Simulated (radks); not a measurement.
# Polarisabilities and dispersion coefficients of Rb, Rb⁺, Rb²⁺ and others

The task here is to estimate one member of a computed series from the others.

Method: scalar-relativistic Kohn-Sham, LB94 model potential, spin-polarised, spherical densities, finite nucleus; open shells are filled with parallel spins first. Code: radks (a radial shooting solver on a logarithmic mesh, Libxc functionals) version 1.

## What is computed

- species: Rb ([Kr] 5s1), Rb⁺ ([Kr]), Rb²⁺ ([Ar] 3d10 4s2 4p5), Rb³⁺ ([Ar] 3d10 4s2 4p4), Rb⁴⁺ ([Ar] 3d10 4s2 4p3), Rb⁵⁺ ([Ar] 3d10 4s2 4p2), Rb⁶⁺ ([Ar] 3d10 4s2 4p1)

LB94 adds a gradient term to the LDA potential that gives it a −1/r tail. It is a model potential with no energy functional, so Etot and Exc are not given.

Set-up of the first run:

Settings of this run:

```text
Z 37
configuration [Kr] 5s1
relativity scalar-relativistic
functional lda,pw
model_potential LB94
spin polarised
nucleus finite rms 4.2036 fm
c 137.035999084
response adiabatic LDA kernel
```

Steps of the session up to this table: Rb, [Kr] 5s1; Rb⁺, [Kr]; Rb²⁺, [Ar] 3d10 4s2 4p5; Rb³⁺, [Ar] 3d10 4s2 4p4; Rb⁴⁺, [Ar] 3d10 4s2 4p3; Rb⁵⁺, [Ar] 3d10 4s2 4p2; Rb⁶⁺, [Ar] 3d10 4s2 4p1.

One table of the session follows, with a row left open; its other results are not shown here.

| species | −ε(HOMO) (eV) | α (bohr³) | α uncoupled (bohr³) | C6 (hartree bohr⁶) |
| --- | --- | --- | --- | --- |
| Rb | 4.890 | 189.3 | 224.0 | 2231 |
| Rb⁺ | 27.635 | 9.321 | 14.67 | 56.51 |
| Rb²⁺ | 40.072 | 6.614 | 10.42 | 32.86 |
| Rb³⁺ | 53.524 | 4.928 | 7.781 | 20.07 |
| Rb⁴⁺ | ? | ? | ? | ? |
| Rb⁵⁺ | 83.868 | 3.003 | 4.797 | 8.037 |
| Rb⁶⁺ | 99.662 | 2.413 | 3.889 | 5.110 |

**Question.** Estimate the row for Rb⁴⁺.

**Answer.** −ε(HOMO) (eV): 68.859; α (bohr³): 3.814; α uncoupled (bohr³): 6.025; C6 (hartree bohr⁶): 12.70. In the column «−ε(HOMO) (eV)» it lies between Rb³⁺ (53.524) and Rb⁵⁺ (83.868).

Uncoupled leaves out the potential induced by the response; C8 is given only where no p, d or f shell is open.
